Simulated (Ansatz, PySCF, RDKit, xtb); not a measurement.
**C6H6SSe: ranking a sample of isomers**

Which of a sample of isomers of C6H6SSe is the most stable in the gas at 298.15 K, and what are its properties? The sample is small against all isomers, and the most stable one of this formula need not be in it.

Plan: many cheap relaxations first (GFN2-xTB), then density-functional screening, relaxation at r2SCAN-D4/def2-SVP, vibrations (at GFN2-xTB) and a final energy. The numbers are computed, not measured.

## Step 1: Candidates

Isomers were taken from a list of plausible structures; this is a sample, not all of them. That gives 6 candidates.

| label | SMILES | spin |
| --- | --- | --- |
| c034 | Cc1c[se]ccc1=S | singlet |
| c127 | Sc1ccc([SeH])cc1 | singlet |
| c146 | C#C[C@@H]1CSC(=C)[Se]1 | singlet |
| c504 | C=C/C=C\[Se]C=C=S | singlet |
| c717 | C=C1[Se]CC(=S)C1=C | singlet |
| c910 | C=CC1=CCC(=S)[Se]1 | singlet |

Candidates are built by distance geometry, with a force field where one applies, in up to four conformers (letters a to d).

**Question.** With final energies at CCSD(T)/def2-SVP + MP2/def2-TZVPP - MP2/def2-SVP, which structure will this search put lowest in free energy, and by what margin?

| quantity | value |
| --- | --- |
| lowest structure found | Sc1ccc([SeH])cc1, singlet |
| next finalist | Cc1c[se]ccc1=S, singlet, 17.9 kcal/mol higher in G |
| share at equilibrium, among the finalists | 100.0 % |
| dipole moment (PBE0/def2-SVPD) | 1.33 D |
| HOMO energy (PBE0/def2-SVPD) | -6.01 eV |
| LUMO energy (PBE0/def2-SVPD) | -0.76 eV |
| HOMO–LUMO gap (PBE0/def2-SVPD) | 5.24 eV |
| lowest excitation (TD-PBE0/def2-SVPD) | 4.27 eV (f = 0.010) |
| strongest of the states computed, same level | 4.72 eV (f = 0.440) |
| lowest triplet excitation, same level, Tamm-Dancoff | 3.43 eV |
| vertical ionisation energy | 7.64 eV |
| vertical electron affinity | -0.81 eV (unbound: the value depends on the basis) |
| vertical triplet less singlet | +3.50 eV |

The lowest structure found is `Sc1ccc([SeH])cc1`. The margin of 17.9 kcal/mol over the next finalist is beyond the usual error of the last level; it says nothing of structures that weren't ranked. GFN2-xTB, HF/STO-3G, r2SCAN-D4/def2-SVP, r2SCAN-D4/def2-SVP, relaxed, HF/def2-SVP and MP2/def2-SVP already put its bonding pattern lowest among the structures in one piece. Lowest found is not proven lowest: the search is finite, and each finalist counts with one conformer. Only 6 drawn patterns were tried, so whole families of isomers are missing, and the result ranks this sample alone. The lowest isomer need not be the one that is made and kept in a bottle, which depends on barriers.
